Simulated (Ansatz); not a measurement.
# ClH5O2SSi2: how energies converge with the basis set

How large a basis does ClH5O2SSi2 need? Two functionals are run in growing sets.

Program: Ansatz 0.2.0, Gaussian basis. Level of theory: one geometry, several basis sets. These are calculated values, not measurements.

Plan: PBE0-D4/def2-SVP; ωB97M-V/def2-SVP; PBE0-D4/def2-QZVPP; ωB97M-V/def2-QZVPP; the functionals' def2-TZVPP values are taken from earlier runs.

## 1. The geometry

An earlier PBE0-D4 in a triple-zeta def2 set relaxation fixed the geometry.

SMILES `O[SiH](O)S[SiH2]Cl`, 11 atoms, charge 0, spin multiplicity 1.

Atoms are counted from 1 here; the program's logs count them from 0.

Bond lengths: O1–Si2 1.634 Å, O1–H7 0.959 Å, Si2–O3 1.626 Å, Si2–S4 2.149 Å, Si2–H8 1.475 Å, O3–H9 0.959 Å, S4–Si5 2.121 Å, Si5–Cl6 2.054 Å, Si5–H10 1.478 Å, Si5–H11 1.479 Å. Angles: Si2–O1–H7 117.8°, O1–Si2–O3 108.5°, O1–Si2–S4 106.1°, O1–Si2–H8 114.3°, O3–Si2–S4 113.4°, O3–Si2–H8 105.2°, S4–Si2–H8 109.5°, Si2–O3–H9 118.3°, Si2–S4–Si5 97.7°, S4–Si5–Cl6 111.9°, S4–Si5–H10 107.1°, S4–Si5–H11 110.8°, Cl6–Si5–H10 107.8°, Cl6–Si5–H11 107.2°, H10–Si5–H11 112.0°.

## 2. PBE0-D4 in def2-SVP

in.yaml reads:

```yaml
crystal:
  periodic: [false, false, false]
  atoms:
    - {symbol: O, position_ang: [-1.307900, -1.996734, -1.063047]}
    - {symbol: Si, position_ang: [-0.113028, -1.033712, -0.500657]}
    - {symbol: O, position_ang: [1.177511, -1.187745, -1.477630]}
    - {symbol: S, position_ang: [-0.920212, 0.957951, -0.461837]}
    - {symbol: Si, position_ang: [0.334789, 1.742810, 1.057426]}
    - {symbol: Cl, position_ang: [-0.369632, 1.302535, 2.935754]}
    - {symbol: H, position_ang: [-2.201844, -1.820270, -0.765375]}
    - {symbol: H, position_ang: [0.374018, -1.394921, 0.844269]}
    - {symbol: H, position_ang: [1.061362, -1.016983, -2.414122]}
    - {symbol: H, position_ang: [0.332439, 3.212732, 0.907331]}
    - {symbol: H, position_ang: [1.697797, 1.177436, 0.958290]}
basis:
  gaussian: {orbitals: def2-SVP}
hamiltonian: {xc: pbe0, dispersion: d4}
output: {orbitals: {seedname: orbitals}}
```

Started as:

```console
$ ansatz run in.yaml --threads 2 --pin off --events-out ev --progress --plain --max-ram 32768MiB --backend cpu
```

Further steps of the session: ωB97M-V in def2-SVP; PBE0-D4 in def2-QZVPP; ωB97M-V in def2-QZVPP.

Q: Predict the results of all the runs planned. Wanted: PBE0-D4: double and triple zeta above quadruple; ωB97M-V: double and triple zeta above quadruple.

The runs gave:

| quantity | value |
| --- | --- |
| PBE0-D4: double and triple zeta above quadruple | 20.80, 1.49 eV |
| ωB97M-V: double and triple zeta above quadruple | 20.75, 1.40 eV |

**Reading.** For PBE0-D4 the step from double to triple zeta gains 19.31 eV and the next only 1.49 eV. Total energies overstate the basis error of differences, where much of it tends to cancel. The LUMO of ωB97M-V is positive and keeps falling with the basis (2.39 to 1.16 eV): an unbound level that the basis holds in place.
